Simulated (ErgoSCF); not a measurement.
# SbH3O (SMILES [OH][SbH2]) at UKT1/3-21G

What is the vertical ionisation energy of SbH3O at UKT1/3-21G? 

The calculation is run with ErgoSCF 3.8.

3 further runs of the same task are left out: 3 set aside as unsound or not needed.

## 1. The structure to begin with

The species is SbH3O (5 atoms), meant as a singlet with charge 0. SMILES: `[OH][SbH2]`. Geometry: a GFN2-xTB relaxation, a rough one for these elements and not checked as a minimum. This is one conformer, not always the lowest.

Bond lengths: O1–Sb2 1.966 Å, O1–H3 0.955 Å, Sb2–H4 1.706 Å, Sb2–H5 1.682 Å. Angles: O1–Sb2–H4 93.5°, O1–Sb2–H5 88.1°, Sb2–O1–H3 113.1°, H4–Sb2–H5 88.5°.

## 2. The energy at UKT1/3-21G

geom.xyz reads:

```xyz
5
H3OSb
O      0.585510    -0.650920     0.777320
Sb     0.036590     0.220350    -0.897570
H      0.673620    -1.598390     0.694610
H     -1.599340     0.327130    -0.426710
H      0.303630     1.701830    -0.147650
```

ergo.in reads:

```
set_nthreads("env")
molecule "geom.xyz"
scf.starting_guess_disturbance = 0.02
basis = "3-21G"
scf.output_mulliken_pop = 1
scf.convergence_threshold = 1e-06
tmpdir = "."
scf.use_diagonalization = 1
scf.force_unrestricted = 1
spin_polarization = 0
scf.max_number_of_iterations = 80
run "KT1"
```

The basis set 3-21G is read from a file made from the Basis Set Exchange's data (not shown).

On the command line:

```
$ ergo < ergo.in
```

Log:

```text
INMA ERGO version 3.8
INMA  starting_guess_disturbance := 0.02
INMA  basis := 3-21G
INMA Basis really set to 3-21G
INMA  output_mulliken_pop := 1
INMA  convergence_threshold := 1e-06
INMA  use_diagonalization := 1
INMA  force_unrestricted := 1
INMA  spin_polarization := 0
INMA  max_number_of_iterations := 80
INMA running KT1
INDF      This is a DFT calculation of type: KT1
INDF Weighted mixed functional:
INDF                       VWN:    1.00000
INDF                        KT:   -0.00600
INDF                    Slater:    1.00000
INMA Running KT1
INSC SCF_general constructor, number of basis functions: 46
INSC Min internuclear distance:      1.80496 a.u.  =      0.95515 Angstrom
INSC Max internuclear distance:      6.47428 a.u.  =      3.42604 Angstrom
INSC Euclidean norm of overlap matrix =          3.28565372390  (acc 1.49e-08)
INSC Euclidean norm of invCholFactor after truncation =          5.21458730995
INSC Beginning of SCF cycle 1
INDF Grid for charge 8: 34 radial points, 5768 total, r=14.826495
INDF Grid for charge 51: 49 radial points, 18314 total, r=16.267036
INDF Grid for charge 1: 29 radial points, 2902 total, r=12.621360
INDF Generating Turbo grid Radint = 5e-09 AngInt: [ 6 29 ]
INDF Grid pruned from 32788 to 32167 grid points.
INDF Electrons:  62.1939658   0.003:  U-xc energy -123.155871 (serial)
INSC nuclearEnergy, energy_2el, energy = 160.698353, 1520.145911, -5254.402229
INSC Energy   1 =      -5254.40222910978
INSC maxabs FDS-SDF (alpha) is      165
INSC maxabs FDS-SDF (beta ) is      165
INDE E_HOMO =         -0.48560960311
INDE E_LUMO =         -0.39523725107
INDE E_HOMO =         -0.48552567045
INDE E_LUMO =         -0.39638242109
INSC <S2>_exact =   0.000, <S2> =          0.00003745344
INSC Beginning of SCF cycle 2
INDF Electrons:  62.0000237   4e-07:  U-xc energy -183.801835 (serial)
INSC nuclearEnergy, energy_2el, energy = 160.698353, 2605.874518, -6352.891106
INSC Energy   2 =      -6352.89110597886
INSC maxabs FDS-SDF (alpha) is    0.165
INSC maxabs FDS-SDF (beta ) is    0.165
INSC using DIIS to get combined Fock matrix, number of iters used for DIIS:  2
INDE E_HOMO =         -0.23750851929
INDE E_LUMO =         -0.15186400004
INDE E_HOMO =         -0.23797385905
INDE E_LUMO =         -0.15186358783
INSC <S2>_exact =   0.000, <S2> =          0.00000776248
INSC Beginning of SCF cycle 3
INDF Electrons:  62.0000837   1e-06:  U-xc energy -180.547013 (serial)
INSC nuclearEnergy, energy_2el, energy = 160.698353, 2266.246675, -6292.141617
INSC Energy   3 =      -6292.14161748574  ( diff     60.749488493117497 )
INSC maxabs FDS-SDF (alpha) is     1.64
INSC maxabs FDS-SDF (beta ) is     1.63
INSC restarting DIIS because energy did not improve.
INSC mixing best Fock matrix so far with next one, stepLength =   0.400000
INDE E_HOMO =         -0.45534176908
INDE E_LUMO =         -0.45324743144
INDE E_HOMO =         -0.45293733885
INDE E_LUMO =         -0.45081428211
INSC <S2>_exact =   0.000, <S2> =          0.01473733042
INSC Beginning of SCF cycle 4
INDF Electrons:  62.0000222   4e-07:  U-xc energy -185.763889 (serial)
INSC nuclearEnergy, energy_2el, energy = 160.698353, 2625.996884, -6369.170881
INSC Energy   4 =      -6369.17088136979  ( diff    -16.279775390929899 )
INSC maxabs FDS-SDF (alpha) is    0.188
INSC maxabs FDS-SDF (beta ) is    0.189
INSC mixing best Fock matrix so far with next one, stepLength =   0.400000
INSC increased steplength by factor 1.1, stepLength =   0.440000
INDE E_HOMO =         -0.48583476104
INDE E_LUMO =         -0.45500794613
INDE E_HOMO =         -0.48896504324
INDE E_LUMO =         -0.44919009861
INSC <S2>_exact =   0.000, <S2> =          0.00807040148
INSC Beginning of SCF cycle 5
INDF Electrons:  62.0000232   4e-07:  U-xc energy -185.717917 (serial)
INSC nuclearEnergy, energy_2el, energy = 160.698353, 2617.648085, -6370.612805
INSC Energy   5 =      -6370.61280545241  ( diff     -1.441924082619153 )
INSC maxabs FDS-SDF (alpha) is    0.214
INSC maxabs FDS-SDF (beta ) is    0.214
INSC mixing best Fock matrix so far with next one, stepLength =   0.440000
INSC increased steplength by factor 1.1, stepLength =   0.484000
INDE E_HOMO =         -0.31006784538
INDE E_LUMO =         -0.14936040624
INDE E_HOMO =         -0.30930228251
INDE E_LUMO =         -0.14885953305
INSC <S2>_exact =   0.000, <S2> =          0.00013969422
INSC Beginning of SCF cycle 6
INDF Electrons:  62.0000315   5e-07:  U-xc energy -185.422497 (serial)
INSC nuclearEnergy, energy_2el, energy = 160.698353, 2584.786043, -6372.646444
INSC Energy   6 =      -6372.64644418852  ( diff     -2.033638736113062 )
INSC maxabs FDS-SDF (alpha) is    0.196
INSC maxabs FDS-SDF (beta ) is    0.195
INSC mixing best Fock matrix so far with next one, stepLength =   0.484000
INSC increased steplength by factor 1.1, stepLength =   0.532400
INDE E_HOMO =         -0.15854894418
INDE E_LUMO =         -0.01853118294
INDE E_HOMO =         -0.15862590860
INDE E_LUMO =         -0.01797958943
INSC <S2>_exact =   0.000, <S2> =          0.00017169936
INSC Beginning of SCF cycle 7
INDF Electrons:  62.0000328   5e-07:  U-xc energy -184.622263 (serial)
INSC nuclearEnergy, energy_2el, energy = 160.698353, 2567.155098, -6373.071998
INSC Energy   7 =      -6373.07199817239  ( diff     -0.425553983863210 )
INSC maxabs FDS-SDF (alpha) is   0.0872
INSC maxabs FDS-SDF (beta ) is   0.0864
INSC mixing best Fock matrix so far with next one, stepLength =   0.532400
INSC increased steplength by factor 1.1, stepLength =   0.585640
INDE E_HOMO =         -0.19411244347
INDE E_LUMO =         -0.04211880370
INDE E_HOMO =         -0.19369486055
INDE E_LUMO =         -0.04201641061
INSC <S2>_exact =   0.000, <S2> =          0.00002411382
INSC Beginning of SCF cycle 8
INDF Electrons:  62.0000336   5e-07:  U-xc energy -184.705022 (serial)
INSC nuclearEnergy, energy_2el, energy = 160.698353, 2562.006819, -6373.163171
INSC Energy   8 =      -6373.16317125409  ( diff     -0.091173081702436 )
INSC maxabs FDS-SDF (alpha) is   0.0772
INSC maxabs FDS-SDF (beta ) is   0.0778
INSC using DIIS to get combined Fock matrix, number of iters used for DIIS:  1
INDE E_HOMO =         -0.08995071435
INDE E_LUMO =         -0.01341022556
INDE E_HOMO =         -0.08995270088
INDE E_LUMO =         -0.01330114241
INSC <S2>_exact =   0.000, <S2> =          0.00000414383
INSC Beginning of SCF cycle 9
INDF Electrons:  62.0000323   5e-07:  U-xc energy -183.882077 (serial)
INSC nuclearEnergy, energy_2el, energy = 160.698353, 2556.659784, -6372.566501
INSC Energy   9 =      -6372.56650140601  ( diff      0.596669848078818 )
INSC maxabs FDS-SDF (alpha) is     0.25
INSC maxabs FDS-SDF (beta ) is     0.25
INSC restarting DIIS because energy did not improve.
INSC mixing best Fock matrix so far with next one, stepLength =   0.585640
INDE E_HOMO =         -0.15052055871
INDE E_LUMO =         -0.03294252333
INDE E_HOMO =         -0.15046178775
INDE E_LUMO =         -0.03272703681
INSC <S2>_exact =   0.000, <S2> =          0.00002602759
INSC Beginning of SCF cycle 10
INDF Electrons:  62.0000328   5e-07:  U-xc energy -184.311401 (serial)
INSC nuclearEnergy, energy_2el, energy = 160.698353, 2558.938635, -6373.159045
INSC Energy  10 =      -6373.15904504731  ( diff      0.004126206780711 )
INSC maxabs FDS-SDF (alpha) is     0.09
INSC maxabs FDS-SDF (beta ) is   0.0898
INSC restarting DIIS because energy did not improve.
INSC changing stepLength from   0.585640 to   0.292820
INSC mixing best Fock matrix so far with next one, stepLength =   0.292820
INDE E_HOMO =         -0.18623757185
INDE E_LUMO =         -0.03939152363
INDE E_HOMO =         -0.18570292772
INDE E_LUMO =         -0.03922265576
INSC <S2>_exact =   0.000, <S2> =          0.00002713044
INSC Beginning of SCF cycle 11
INDF Electrons:  62.0000333   5e-07:  U-xc energy -184.525377 (serial)
INSC nuclearEnergy, energy_2el, energy = 160.698353, 2560.454235, -6373.207483
INSC Energy  11 =      -6373.20748303757  ( diff     -0.044311783478406 )
INSC maxabs FDS-SDF (alpha) is   0.0153
INSC maxabs FDS-SDF (beta ) is   0.0153
INSC mixing best Fock matrix so far with next one, stepLength =   0.292820
INSC increased steplength by factor 1.1, stepLength =   0.322102
INDE E_HOMO =         -0.18834155466
INDE E_LUMO =         -0.04420387251
INDE E_HOMO =         -0.18792671373
INDE E_LUMO =         -0.04406638251
INSC <S2>_exact =   0.000, <S2> =          0.00001798268
INSC Beginning of SCF cycle 12
INDF Electrons:  62.0000332   5e-07:  U-xc energy -184.489499 (serial)
INSC nuclearEnergy, energy_2el, energy = 160.698353, 2559.682258, -6373.211556
INSC Energy  12 =      -6373.21155628922  ( diff     -0.004073251651789 )
INSC maxabs FDS-SDF (alpha) is   0.0108
INSC maxabs FDS-SDF (beta ) is   0.0108
INSC mixing best Fock matrix so far with next one, stepLength =   0.322102
INSC increased steplength by factor 1.1, stepLength =   0.354312
INDE E_HOMO =         -0.19136232773
INDE E_LUMO =         -0.04875868711
INDE E_HOMO =         -0.19104548612
INDE E_LUMO =         -0.04865362510
INSC <S2>_exact =   0.000, <S2> =          0.00001091801
INSC Beginning of SCF cycle 13
INDF Electrons:  62.0000332   5e-07:  U-xc energy -184.467781 (serial)
INSC nuclearEnergy, energy_2el, energy = 160.698353, 2559.132853, -6373.213558
INSC Energy  13 =      -6373.21355834294  ( diff     -0.002002053721299 )
INSC maxabs FDS-SDF (alpha) is  0.00726
INSC maxabs FDS-SDF (beta ) is  0.00726
INSC mixing best Fock matrix so far with next one, stepLength =   0.354312
INSC increased steplength by factor 1.1, stepLength =   0.389743
INDE E_HOMO =         -0.19395069137
INDE E_LUMO =         -0.05244604603
INDE E_HOMO =         -0.19371516402
INDE E_LUMO =         -0.05236844489
INSC <S2>_exact =   0.000, <S2> =          0.00000621242
INSC Beginning of SCF cycle 14
INDF Electrons:  62.0000332   5e-07:  U-xc energy -184.452409 (serial)
INSC nuclearEnergy, energy_2el, energy = 160.698353, 2558.761126, -6373.214455
INSC Energy  14 =      -6373.21445549386  ( diff     -0.000897150919627 )
INSC maxabs FDS-SDF (alpha) is  0.00461
INSC maxabs FDS-SDF (beta ) is  0.00462
INSC mixing best Fock matrix so far with next one, stepLength =   0.389743
INSC increased steplength by factor 1.1, stepLength =   0.428718
INDE E_HOMO =         -0.19606378806
INDE E_LUMO =         -0.05526299512
INDE E_HOMO =         -0.19589386110
INDE E_LUMO =         -0.05520774585
INSC <S2>_exact =   0.000, <S2> =          0.00000328987
INSC Beginning of SCF cycle 15
INDF Electrons:  62.0000332   5e-07:  U-xc energy -184.442545 (serial)
INSC nuclearEnergy, energy_2el, energy = 160.698353, 2558.527560, -6373.214813
INSC Energy  15 =      -6373.21481252814  ( diff     -0.000357034277840 )
INSC maxabs FDS-SDF (alpha) is  0.00276
INSC maxabs FDS-SDF (beta ) is  0.00276
INSC using DIIS to get combined Fock matrix, number of iters used for DIIS:  1
INDE E_HOMO =         -0.19969696181
INDE E_LUMO =         -0.05989579963
INDE E_HOMO =         -0.19964736116
INDE E_LUMO =         -0.05988135627
INSC <S2>_exact =   0.000, <S2> =          0.00000029678
INSC Beginning of SCF cycle 16
INDF Electrons:  62.0000331   5e-07:  U-xc energy -184.428549 (serial)
INSC nuclearEnergy, energy_2el, energy = 160.698353, 2558.206509, -6373.214983
INSC Energy  16 =      -6373.21498304503  ( diff     -0.000170516893377 )
INSC maxabs FDS-SDF (alpha) is 0.000296
INSC maxabs FDS-SDF (beta ) is 0.000296
INSC using DIIS to get combined Fock matrix, number of iters used for DIIS:  2
INDE E_HOMO =         -0.20004657194
INDE E_LUMO =         -0.06009504671
INDE E_HOMO =         -0.20002845639
INDE E_LUMO =         -0.06008907105
INSC <S2>_exact =   0.000, <S2> =          0.00000003878
INSC Beginning of SCF cycle 17
INDF Electrons:  62.0000331   5e-07:  U-xc energy -184.430935 (serial)
INSC nuclearEnergy, energy_2el, energy = 160.698353, 2558.272798, -6373.214986
INSC Energy  17 =      -6373.21498579970  ( diff     -0.000002754673005 )
INSC maxabs FDS-SDF (alpha) is 5.66e-05
INSC maxabs FDS-SDF (beta ) is 5.68e-05
INSC using DIIS to get combined Fock matrix, number of iters used for DIIS:  3
INDE E_HOMO =         -0.19982361804
INDE E_LUMO =         -0.05991700034
INDE E_HOMO =         -0.19981548816
INDE E_LUMO =         -0.05991409738
INSC <S2>_exact =   0.000, <S2> =          0.00000000779
INSC Beginning of SCF cycle 18
INDF Electrons:  62.0000331   5e-07:  U-xc energy -184.430286 (serial)
INSC nuclearEnergy, energy_2el, energy = 160.698353, 2558.254190, -6373.214986
INSC Energy  18 =      -6373.21498591790  ( diff     -0.000000118194293 )
INSC maxabs FDS-SDF (alpha) is 6.75e-05
INSC maxabs FDS-SDF (beta ) is 7.48e-05
INSC using DIIS to get combined Fock matrix, number of iters used for DIIS:  4
INDE E_HOMO =         -0.19987164954
INDE E_LUMO =         -0.05994793837
INDE E_HOMO =         -0.19986569338
INDE E_LUMO =         -0.05994576837
INSC <S2>_exact =   0.000, <S2> =          0.00000000418
INSC Beginning of SCF cycle 19
INDF Electrons:  62.0000331   5e-07:  U-xc energy -184.430496 (serial)
INSC nuclearEnergy, energy_2el, energy = 160.698353, 2558.257460, -6373.214986
INSC Energy  19 =      -6373.21498594673  ( diff     -0.000000028829163 )
INSC maxabs FDS-SDF (alpha) is 3.05e-05
INSC maxabs FDS-SDF (beta ) is 2.53e-05
INSC using DIIS to get combined Fock matrix, number of iters used for DIIS:  5
INDE E_HOMO =         -0.19987048453
INDE E_LUMO =         -0.05995578039
INDE E_HOMO =         -0.19986729576
INDE E_LUMO =         -0.05995455806
INSC <S2>_exact =   0.000, <S2> =          0.00000000120
INSC Beginning of SCF cycle 20
INDF Electrons:  62.0000331   5e-07:  U-xc energy -184.430467 (serial)
INSC nuclearEnergy, energy_2el, energy = 160.698353, 2558.259033, -6373.214986
INSC Energy  20 =      -6373.21498595221  ( diff     -0.000000005485163 )
INSC maxabs FDS-SDF (alpha) is  5.4e-06
INSC maxabs FDS-SDF (beta ) is 9.08e-06
INSC using DIIS to get combined Fock matrix, number of iters used for DIIS:  6
INDE E_HOMO =         -0.19987012828
INDE E_LUMO =         -0.05995392893
INDE E_HOMO =         -0.19986866919
INDE E_LUMO =         -0.05995333221
INSC <S2>_exact =   0.000, <S2> =          0.00000000026
INSC Beginning of SCF cycle 21
INDF Electrons:  62.0000331   5e-07:  U-xc energy -184.430471 (serial)
INSC nuclearEnergy, energy_2el, energy = 160.698353, 2558.258410, -6373.214986
INSC Energy  21 =      -6373.21498595297  ( diff     -0.000000000754881 )
INSC maxabs FDS-SDF (alpha) is  1.8e-06
INSC maxabs FDS-SDF (beta ) is 2.04e-06
INSC using DIIS to get combined Fock matrix, number of iters used for DIIS:  7
INDE E_HOMO =         -0.19987028701
INDE E_LUMO =         -0.05995397666
INDE E_HOMO =         -0.19986996356
INDE E_LUMO =         -0.05995381932
INSC <S2>_exact =   0.000, <S2> =          0.00000000001
INSC Beginning of SCF cycle 22
INDF Electrons:  62.0000331   5e-07:  U-xc energy -184.430474 (serial)
INSC nuclearEnergy, energy_2el, energy = 160.698353, 2558.258468, -6373.214986
INSC Energy  22 =      -6373.21498595303  ( diff     -0.000000000059117 )
INSC maxabs FDS-SDF (alpha) is 1.36e-06
INSC maxabs FDS-SDF (beta ) is 9.34e-07
INSC using DIIS to get combined Fock matrix, number of iters used for DIIS:  8
INDE E_HOMO =         -0.19986974377
INDE E_LUMO =         -0.05995381242
INDE E_HOMO =         -0.19986975529
INDE E_LUMO =         -0.05995380208
INSC <S2>_exact =   0.000, <S2> =          0.00000000000
INSC Beginning of SCF cycle 23
INDF Electrons:  62.0000331   5e-07:  U-xc energy -184.430472 (serial)
INSC nuclearEnergy, energy_2el, energy = 160.698353, 2558.258480, -6373.214986
INSC Energy  23 =      -6373.21498595304  ( diff     -0.000000000014552 )
INSC maxabs FDS-SDF (alpha) is 6.72e-08
INSC maxabs FDS-SDF (beta ) is 7.45e-08
RESC CONVERGED after  23 iterations.
RESC FINAL ENERGY:      -6373.21498595304
RESC FINAL <S2> =          0.00000000000
TISC Main SCF loop took      7.71 usr cpu s       0.09 sys cpu s       7.80 wall s
INSC SCF: dipole_moment_x [atomic units] =      -0.04179210
INSC SCF: dipole_moment_y [atomic units] =      -0.41099188
INSC SCF: dipole_moment_z [atomic units] =      -0.36377180
INSC Sum of Mulliken charges (electrons):      62.0000000
INSC Mulliken charge of atom 0 =      -0.6466197
INSC Mulliken charge of atom 1 =       0.5558817
INSC Mulliken charge of atom 2 =       0.3423095
INSC Mulliken charge of atom 3 =      -0.1381999
INSC Mulliken charge of atom 4 =      -0.1133716
INSC Sum of Mulliken atomic charges:       0.0000000
INSC Mulliken spin density of atom 0 =       0.0000002
INSC Mulliken spin density of atom 1 =      -0.0000001
INSC Mulliken spin density of atom 2 =      -0.0000001
INSC Mulliken spin density of atom 3 =      -0.0000000
INSC Mulliken spin density of atom 4 =       0.0000000
INSC Sum of Mulliken atomic spin densities:       0.0000000
```

Wall time 8.4 s (1 thread of Arm Neoverse V1, shared host).

(Part 1 of 2 ends here.)
